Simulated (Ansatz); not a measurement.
Run this with the Python package of Ansatz (0.2.0) and show what comes out.

The script, `transition_y.py`:
```python
"""Pressure at which two phases of Y cross."""

import warnings

import ansatz
import numpy as np


def bcc(A, a):
    return ansatz.Crystal.bcc(A, a=a)


def sc(a_site, a):
    return (
        ansatz.Lattice.cubic(a)
        .space_group(221)
        .atom(a_site, [0, 0, 0])
    )


def solve(name, crystal, pressure=0.0):
    calc = (
        crystal.calculation()
        .functional("r2SCAN")
        .basis(750, xc_grid=2)
        .accuracy("low")
        .scf(max_iterations=100)
        .kpoints(spacing=0.3)
        .occupations("fermi_dirac", width=0.05)
    )
    calc = calc.relax(force_tolerance=0.01, max_steps=60, cell=True, pressure=pressure)
    return calc.run(threads=1)


def volume_per_atom(outcome):
    return abs(np.linalg.det(outcome.lattice.cell_ang)) / len(outcome.lattice.sites)


def main() -> None:
    warnings.simplefilter("ignore")

    phases = {}
    phases["bcc"] = bcc("Y", 4.04)
    phases["sc"] = sc("Y", 3.31)

    # enthalpy per atom at each pressure
    pressures = [0, 10, 20, 30]
    enthalpy, volume = {name: [] for name in phases}, {name: [] for name in phases}
    for p in pressures:
        for name, crystal in phases.items():
            o = solve(name, crystal, pressure=p)
            volume[name].append(volume_per_atom(o))
            enthalpy[name].append(o.report["energy_sigma0_ev"] / len(o.lattice.sites) + p * volume[name][-1] / 160.21766)
    gap = np.array(enthalpy["sc"]) - np.array(enthalpy["bcc"])
    rows = [(p, va, vb, 1000 * d) for p, va, vb, d in zip(pressures, volume["bcc"], volume["sc"], gap)]
    print("   P (GPa)  V bcc (A^3/atom)  V sc (A^3/atom)  H(sc) - H(bcc) (meV/atom)")
    for row in rows:
        print(f"{row[0]:10d}  {row[1]:16.3f}  {row[2]:15.3f}  {row[3]:+25.1f}")
    crossings = [p0 - g0 * (p1 - p0) / (g1 - g0) for p0, p1, g0, g1 in zip(pressures, pressures[1:], gap, gap[1:]) if g0 * g1 < 0]
    print("crossing near", [round(float(p), 1) for p in crossings], "GPa") if crossings else print("no crossing in this range")


if __name__ == "__main__":
    main()
```

```console
$ python transition_y.py
   P (GPa)  V bcc (A^3/atom)  V sc (A^3/atom)  H(sc) - H(bcc) (meV/atom)
         0            33.703           34.775                     +759.8
        10            27.592           26.897                     +762.7
        20            24.284           22.905                     +701.4
        30            21.942           20.761                     +611.3
no crossing in this range
```

What to keep in mind:
- The settings weren't tested for convergence.
- At a fixed pressure a relaxation lowers the enthalpy F + PV, while F alone can rise.
- For the metals among these phases the mesh is modest: differences between phases can be off by up to 40 meV an atom.
- Only these two structures are compared, at zero temperature and with their symmetry kept; either may be hypothetical, and another phase may be lower than both. Differences under about 40 meV an atom lie within the error of mesh and functional.
- The cells are prototypes set up for this calculation and needn't exist.
- It ran for 85 s on 1 thread of Arm Neoverse V1, on a shared host, peak memory 0.42 GiB.
